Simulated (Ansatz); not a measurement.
A nudged elastic band was laid between two geometries of a periodic cell of 63 atoms, Mg32O30F (host MgO, host structure Fm-3m, dopant F, one O atom removed), cell charge +1.

All numbers below come from DFT PBE, scalar-relativistic, plane waves, PAW in Ansatz. Settings: PAW set soft_1, cutoff 420 eV, k mesh 1x1x1, gaussian smearing 0.02 eV, no spin polarisation.

```yaml
movable_images: 5
climbing_image: yes
spring: 5.0 eV/Å²
optimiser: quadratic models (default)
start_path: IDPP
force_threshold: 0.03 eV/Å
iteration_limit: 80
end_points: relaxed
```

First end point:

```xyz
63
Lattice="8.6060 0.0000 0.0000 0.0000 8.6060 0.0000 0.0000 0.0000 8.6060" Properties=species:S:1:pos:R:3
Mg 4.315 0.000 -0.102
O 6.433 2.128 2.151
Mg 6.456 2.154 -0.003
O 0.002 4.302 2.152
Mg 6.556 -0.001 2.138
O 0.002 2.143 4.295
Mg -0.012 0.000 -0.018
O 2.175 2.129 2.149
Mg 2.152 2.160 -0.001
O 4.302 4.302 2.151
Mg 4.306 4.302 -0.018
O 6.433 6.477 2.150
Mg 6.456 6.451 -0.003
O -0.004 -0.001 2.148
Mg 2.040 0.000 2.111
O 4.304 2.129 4.279
Mg 4.305 2.255 2.149
O 6.450 4.303 4.295
Mg 6.471 4.302 2.148
O 0.002 6.462 4.295
Mg 4.342 -0.001 4.414
O 6.450 2.144 6.451
Mg 6.454 2.160 4.301
O 0.003 4.302 6.451
Mg 6.471 -0.001 6.466
O 0.003 2.144 0.004
Mg 0.000 4.302 -0.009
O 2.175 6.476 2.149
Mg 2.152 6.445 -0.001
F 4.343 0.000 2.110
Mg 0.000 2.167 2.150
O 2.158 4.302 4.295
Mg 2.136 4.303 2.142
O 4.304 6.476 4.279
Mg 4.305 6.349 2.149
O 6.433 -0.001 4.279
Mg -0.054 -0.001 4.319
O 2.158 2.143 6.452
Mg 2.153 2.190 4.300
O 4.302 4.302 6.452
Mg 4.312 4.302 4.318
O 6.450 6.461 6.451
Mg 6.454 6.445 4.301
O 0.000 -0.001 6.454
Mg 2.135 0.000 6.507
O 4.303 2.129 0.020
Mg 4.303 2.167 6.454
O 6.450 4.302 0.003
Mg 6.462 4.302 6.454
O 0.003 6.461 0.004
Mg -0.001 6.438 2.150
Mg -0.007 4.302 4.308
O 2.159 6.462 6.452
Mg 2.153 6.415 4.300
O 4.305 0.000 6.457
Mg 0.002 2.157 6.452
O 2.158 4.302 0.003
Mg 2.146 4.302 6.460
O 4.303 6.476 0.020
Mg 4.304 6.438 6.454
O 6.438 0.000 0.016
Mg 0.002 6.448 6.452
O 2.175 0.000 0.021
```

Last end point:

Only the atoms that move by more than 0.05 Å are listed.
```
Mg15 2.112 0.000 2.037
Mg17 4.303 2.190 2.152
Mg21 4.417 0.000 4.342
F30 2.110 0.000 4.344
Mg35 4.303 6.416 2.152
Mg39 2.151 2.256 4.303
Mg54 2.151 6.350 4.303
```

Question: What changes between the two ends?

Answer: Contacts lost: Mg1–F30, Mg5–F30, Mg17–F30, F30–Mg35. Contacts made: F30–Mg37, F30–Mg39, F30–Mg45, F30–Mg54. The atom that moves furthest is F30, by 3.16 Å; four of its nearest neighbours are Mg1 2.21, Mg5 2.21, Mg17 2.26, Mg35 2.26 Å at the first end and Mg37 2.21, Mg45 2.21, Mg39 2.26, Mg54 2.26 Å at the last.

Question: Give the energies along the band, and the barrier.

Answer: The forces met the threshold. The highest image is number 3 of 0 to 6, 2.30 eV above the ends, which have the same energy within 2 meV. By the program's own check the climbing image is a first-order saddle point (lowest curvatures found: -5.62 and 3.77 eV/Å²). Limits of this set-up: coarse k mesh, no spin, though dangling bonds at a vacancy may carry it, charged cell in a uniform background, uncorrected.

```json
{"image": "0", "path coordinate (Å)": "0.00", "energy (eV)": "0.00", "Mg1–F30 (Å)": "2.21", "Mg5–F30 (Å)": "2.21", "Mg17–F30 (Å)": "2.26"}
{"image": "1", "path coordinate (Å)": "0.55", "energy (eV)": "0.44", "Mg1–F30 (Å)": "2.63", "Mg5–F30 (Å)": "2.63", "Mg17–F30 (Å)": "2.29"}
{"image": "2", "path coordinate (Å)": "1.09", "energy (eV)": "1.57", "Mg1–F30 (Å)": "3.07", "Mg5–F30 (Å)": "3.07", "Mg17–F30 (Å)": "2.44"}
{"image": "3", "path coordinate (Å)": "1.64", "energy (eV)": "2.30", "Mg1–F30 (Å)": "3.50", "Mg5–F30 (Å)": "3.50", "Mg17–F30 (Å)": "2.69"}
{"image": "4", "path coordinate (Å)": "2.19", "energy (eV)": "1.57", "Mg1–F30 (Å)": "3.94", "Mg5–F30 (Å)": "3.94", "Mg17–F30 (Å)": "3.01"}
{"image": "5", "path coordinate (Å)": "2.74", "energy (eV)": "0.43", "Mg1–F30 (Å)": "4.41", "Mg5–F30 (Å)": "4.41", "Mg17–F30 (Å)": "3.38"}
{"image": "6", "path coordinate (Å)": "3.28", "energy (eV)": "0.00", "Mg1–F30 (Å)": "4.75", "Mg5–F30 (Å)": "4.75", "Mg17–F30 (Å)": "3.80"}
```

Question: What is the geometry of the highest image?

Answer: 
```xyz
63
Lattice="8.6060 0.0000 0.0000 0.0000 8.6060 0.0000 0.0000 0.0000 8.6060" Properties=species:S:1:pos:R:3
Mg 4.326 -0.001 -0.094
O 6.430 2.128 2.161
Mg 6.448 2.161 0.006
O -0.016 4.303 2.150
Mg 6.548 -0.001 2.128
O 0.025 2.128 4.291
Mg -0.047 -0.001 -0.048
O 2.129 2.166 2.127
Mg 2.148 2.187 -0.011
O 4.297 4.302 2.157
Mg 4.305 4.303 -0.004
O 6.429 6.477 2.161
Mg 6.447 6.444 0.007
O -0.025 -0.001 2.150
Mg 1.929 0.003 1.927
O 4.327 2.167 4.325
Mg 4.282 2.235 2.171
O 6.472 4.303 4.302
Mg 6.458 4.303 2.149
O 0.026 6.477 4.291
Mg 4.527 0.003 4.525
O 6.458 2.144 6.457
Mg 6.465 2.187 4.306
O 0.009 4.303 6.446
Mg 6.502 -0.001 6.501
O -0.003 2.143 -0.004
Mg -0.011 4.303 -0.012
O 2.129 6.438 2.128
Mg 2.148 6.420 -0.010
F 3.228 -0.002 3.226
Mg -0.010 2.187 2.147
O 2.158 4.302 4.296
Mg 2.124 4.303 2.123
O 4.326 6.437 4.325
Mg 4.281 6.370 2.173
O 6.480 -0.001 4.303
Mg -0.093 -0.001 4.325
O 2.163 2.128 6.429
Mg 2.173 2.235 4.281
O 4.304 4.303 6.471
Mg 4.331 4.303 4.330
O 6.458 6.462 6.457
Mg 6.464 6.420 4.306
O 0.009 0.000 6.445
Mg 2.129 -0.001 6.547
O 4.293 2.128 0.024
Mg 4.307 2.187 6.464
O 6.447 4.303 0.007
Mg 6.466 4.303 6.465
O -0.003 6.462 -0.004
Mg -0.008 6.420 2.147
Mg -0.003 4.303 4.304
O 2.163 6.477 6.428
Mg 2.174 6.370 4.280
O 4.305 -0.001 6.479
Mg 0.008 2.161 6.446
O 2.151 4.303 -0.018
Mg 2.150 4.303 6.457
O 4.293 6.477 0.025
Mg 4.307 6.420 6.462
O 6.446 0.000 0.008
Mg 0.008 6.444 6.446
O 2.151 -0.001 -0.026
```

Run time: 5.3 min on 4 threads of Arm Neoverse V2, on a shared host, peak memory 2.9 GiB.
